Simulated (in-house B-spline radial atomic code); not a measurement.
**Os⁶⁸⁺: excited configurations**

Wanted: excitation energies of Os⁶⁸⁺ as differences of total energies (ΔSCF).

Program: in-house B-spline radial atomic code version 1. Level of theory: Dirac-Hartree-Fock, average of configuration, Fermi nucleus, basis-set limit. These are calculated values, not measurements, unless marked.

## 1. The atom as given

* element: osmium (Z = 76)
* charge: +68
* electrons: 8
* configuration: [He] 2s2 2p4
* Hamiltonian: Dirac-Coulomb
* nucleus: Fermi, rms radius 5.413 fm

Outer shells as boxes (Hund's rule):

[He] 2s2 2p4
```
[He] core
2s [↑↓]
2p [↑↓][↑ ][↑ ]
```

The boxes draw the filling by Hund's rule, which heavy ions in jj coupling don't follow; these runs average over all states of the configuration.

The run's settings:

```ini
Z = 76
electrons = 8.0
configuration = [He] 2s2 2p4
hamiltonian = dirac
method = hf
spin_polarised = False
nucleus = fermi
rms_radius = 5.4126
mass_number = 192
atomic_mass = 191.961478765
speed_of_light = 137.035999084
```

This reference run was done before. Its total energy is -10479.722131 hartree, and its levels are (the highest eight at most):

```csv
orbital,occupation,energy (eV),<r> (bohr)
1s1/2,2,-81317.0,0.01769
2s1/2,2,-19312.6,0.07239
2p1/2,1.33333,-18923.5,0.05958
2p3/2,2.66667,-17298.4,0.06719
```

## 2. Configuration [He] 2s1 2p4 3d1

The run's settings:

```ini
Z = 76
electrons = 8.0
configuration = [He] 2s1 2p4 3d1
hamiltonian = dirac
method = hf
spin_polarised = False
nucleus = fermi
rms_radius = 5.4126
mass_number = 192
atomic_mass = 191.961478765
speed_of_light = 137.035999084
```

## 3. Run with [He] 2s2 2p3 4f1

The settings differ from step 2 so:

```diff
@@ -2,3 +2,3 @@
 electrons = 8.0
-configuration = [He] 2s1 2p4 3d1
+configuration = [He] 2s2 2p3 4f1
 hamiltonian = dirac
```

## 4. [He] 2s2 2p3 6s1

The settings differ from step 3 so:

```diff
@@ -2,3 +2,3 @@
 electrons = 8.0
-configuration = [He] 2s2 2p3 4f1
+configuration = [He] 2s2 2p3 6s1
 hamiltonian = dirac
```

## 5. [He] 2s1 2p4 4d1

The settings differ from step 4 so:

```diff
@@ -2,3 +2,3 @@
 electrons = 8.0
-configuration = [He] 2s2 2p3 6s1
+configuration = [He] 2s1 2p4 4d1
 hamiltonian = dirac
```

## 6. Configuration [He] 2s2 2p3 4d1

The settings differ from step 5 so:

```diff
@@ -2,3 +2,3 @@
 electrons = 8.0
-configuration = [He] 2s1 2p4 4d1
+configuration = [He] 2s2 2p3 4d1
 hamiltonian = dirac
```

Q: How far above the reference does each configuration lie (order and size, in eV)?

**Answer**, as computed:

| net move | configuration | energy above the reference (eV) | with Breit, QED, recoil (eV) | largest <r> (bohr) |
| --- | --- | --- | --- | --- |
| 2s → 3d | [He] 2s1 2p4 3d1 | 11947.9 | 11904.3 | 0.148 |
| 2p → 4d | [He] 2s2 2p3 4d1 | 13701.3 | 13671.7 | 0.298 |
| 2p → 4f | [He] 2s2 2p3 4f1 | 13760.6 | 13730.1 | 0.259 |
| 2s → 4d | [He] 2s1 2p4 4d1 | 15175.4 | 15130.1 | 0.298 |
| 2p → 6s | [He] 2s2 2p3 6s1 | 15914.1 | 15884.9 | 0.731 |

Quantum defects of the promoted electron, δ = n − ζ/√(−2ε) with ζ = 69 and ε its orbital energy in hartree:

| promotion | δ |
| --- | --- |
| 2s → 3d | 0.034 |
| 2p → 4d | 0.043 |
| 2p → 4f | 0.014 |
| 2s → 4d | 0.042 |
| 2p → 6s | 0.197 |

The energies run from 11947.9 eV (2s → 3d) to 15914.1 eV (2p → 6s). Of those tabulated, the defect is largest for 6s (0.20) and least for 4f (0.01); at this charge much of the defect is relativistic. These are averages over configurations, without correlation, not spectroscopic levels.
